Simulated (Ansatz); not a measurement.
# PbO (P4/nmm): dielectric-dependent hybrid calculation

Computed with the Python package of Ansatz 0.2.0. The levels of theory stand in the script.

### Step 1. Starting point

Symmetry: P4/nmm, No. 129, tetragonal system. Conventional cell: a = 3.990 Å, b = 3.990 Å, c = 5.010 Å, α = 90.00°, β = 90.00°, γ = 90.00°. Pb (site symmetry 4mm) has 4 O at 2.33 Å as nearest neighbours. O (site symmetry -4m2) is surrounded by 4 Pb at 2.33 Å.

The script holds or builds the structure itself.

### Step 2. The code

Input file ddh_pbo.py:

```python
"""Dielectric-dependent hybrid for PbO."""

import ansatz as az
import numpy as np
from pymatgen.core import Lattice, Structure
from pymatgen.io.ase import AseAtomsAdaptor


def count_gap(report):
    # lowest empty less highest filled band, counting bands; zero where they overlap
    return max(report.get("gap_by_band_count_ev") or 0.0, 0.0)


def main() -> None:
    pmg_structure = Structure(
        Lattice([[3.99, 0.0, 0.0], [0.0, 3.99, 0.0], [0.0, 0.0, 5.01]]),
        ["Pb", "Pb", "O", "O"],
        [
            [0.0, 0.5, 0.24],
            [0.5, 0.0, 0.76],
            [0.0, 0.0, 0.0],
            [0.5, 0.5, 0.0],
        ],
    )
    pbo = az.Crystal.from_ase(AseAtomsAdaptor.get_atoms(pmg_structure))

    calculation = (
        pbo.calculation()
        .kpoints(density=1.6)  # the mesh must be finer for metals
        .occupations("fixed")
        .band_table()  # levels at the mesh points
    )
    semilocal = calculation.functional("pbe").run().report
    hybrid = calculation.functional(exchange="pbe", correlation="pbe", exact_fraction="inverse_dielectric").run().report
    alpha = hybrid["hybrid"]["exact_exchange_fraction"]
    print(f"fraction of exact exchange {alpha:.4f}, so eps_inf = {1 / alpha:.2f} on this mesh")
    print(f"gap by band count: {count_gap(semilocal):.3f} eV semilocal, {count_gap(hybrid):.3f} eV hybrid")


if __name__ == "__main__":
    main()
```

### Step 3. The calls as engine input

The engine receives this input (first run):

```yaml
crystal:
  lattice:
    - [3.99, 0.0, 0.0]
    - [0.0, 3.99, 0.0]
    - [0.0, 0.0, 5.01]
  atoms:
    - { symbol: Pb, position: [0.0, 0.5, 0.24] }
    - { symbol: Pb, position: [0.5, 0.0, 0.76] }
    - { symbol: O, position: [0.0, 0.0, 0.0] }
    - { symbol: O, position: [0.5, 0.5, 0.0] }
kpoints:
  mp_grid:
    kspacing: 0.625
hamiltonian:
  xc: pbe
scf:
  occupations:
    method: fixed
output:
  eigenvalues: true
```

### Step 4. Launch

On the command line:

```console
python ddh_pbo.py
```

**Question.** How long does this script take on 1 thread of Intel Xeon at 2.50GHz (Skylake/Cascade Lake), shared host, and how much memory does it need?

About 87 s, with a peak of 0.95 GiB.
